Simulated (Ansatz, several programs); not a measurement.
An ordered 8-atom cell of Ga₄Sb₃P on the zincblende lattice (P-43m), relaxed with r2SCAN in Ansatz (plane waves, PAW): it is cubic, P-43m (No. 215); conventional cell a = 5.961 Å, 26.48 Å³ an atom. Around P lie 4 Ga at 2.44 Å; around Ga lie 1 P at 2.44 Å and 3 Sb at 2.63 Å; around Sb lie 4 Ga at 2.63 Å. The cell was then scaled with its shape and fractional coordinates held, which makes it stiffer than a relaxed compression. The calculation is spin-unpolarised, and the structure need not be a phase that has been made.

| V (Å³/atom) | E (meV/atom) |
| --- | --- |
| 24.892 | 19.94 |
| 26.481 | 0.00 |
| 27.275 | 4.29 |
| 28.070 | 16.11 |

(1) Pass a cubic E = c₀ + c₁u + c₂u² + c₃u³, with u = V − 26.679 Å³, through these points.

(2) Where is the minimum, and what bulk modulus follows?

(3) Predict the energy and the pressure at the withheld volume, 25.687 Å³.

## Answers

(1) c₀ = 0.29, c₁ = +2.816, c₂ = 6.844, c₃ = -0.4961 (meV and Å³).

(2) dE/du = 0 at u = -0.201, so V₀ = 26.48 Å³. B = V₀ d²E/dV² = 26.48 × (2c₂ + 6c₃u) = 26.48 × 14.288 = 378 meV/Å³, and 1 meV/Å³ is 0.16022 GPa: 61 GPa. A third-order Birch-Murnaghan fit to all five points gives 26.48 Å³ and 60 GPa.

(3) With u = -0.992: E ≈ 4.72 meV and P = −dE/dV ≈ +1.96 GPa. The run gives 4.68 meV and, from its stress, +1.95 GPa.
